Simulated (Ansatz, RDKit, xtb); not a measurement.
# C4H8Cl2Si: which of the isomers drawn lies lowest?

A sample of isomers of C4H8Cl2Si is drawn. Aim: find which of them has the lowest free energy at 298.15 K, then its properties. The sample is small against all isomers, and the most stable one of this formula need not be in it.

The funnel: GFN2-xTB relaxations, single points with a density functional, relaxations at B3LYP/def2-SVP, harmonic vibrations (at GFN2-xTB), and a last energy at a higher level. All values are calculated.

### Step 1. Possible bonding patterns

Isomers were taken from a list of plausible structures; this is a sample, not all of them. That gives 10 candidates.

| label | SMILES | spin |
| --- | --- | --- |
| c056 | Cl[C@@H]1CCC[Si@H]1Cl | singlet |
| c097 | C=C[SiH2]C(C)(Cl)Cl | singlet |
| c177 | ClC[C@@H](Cl)[C@@H]1C[SiH2]1 | singlet |
| c400 | C=C(Cl)C[SiH2]CCl | singlet |
| c471 | C/C(=C/[SiH3])C(Cl)Cl | singlet |
| c629 | Cl[SiH](Cl)C1CCC1 | singlet |
| c725 | [SiH3]/C(=C\CCl)CCl | singlet |
| c796 | ClC(Cl)[C@@H]1CC[SiH2]1 | singlet |
| c847 | C/C=C/[C@H](Cl)[SiH2]Cl | singlet |
| c850 | ClC[C@@H]1[SiH2]C[C@H]1Cl | singlet |

Candidates are built by distance geometry, with a force field where one applies, in up to four conformers (letters a to d).

Q: Predict the outcome of this search (final energies at CCSD(T)/def2-SVP + MP2/def2-TZVPP - MP2/def2-SVP).

| quantity | value |
| --- | --- |
| lowest structure found | Cl[SiH](Cl)C1CCC1, singlet |
| next finalist | Cl[C@@H]1CCC[Si@H]1Cl, singlet, 10.3 kcal/mol higher in G |
| share at equilibrium, among the finalists | 100.0 % |

`Cl[SiH](Cl)C1CCC1` comes out lowest. Among the finalists first place is clear (10.3 kcal/mol); structures outside the list aren't covered. B3LYP/def2-SVP, HF/def2-SVP and MP2/def2-SVP already put its bonding pattern lowest among the structures in one piece. 2 minima inside the window were never screened. The search is not exhaustive (a finite list of starts, one conformer a finalist), so a lower isomer can't be ruled out. Only 10 drawn patterns were tried, so whole families of isomers are missing, and the result ranks this sample alone.
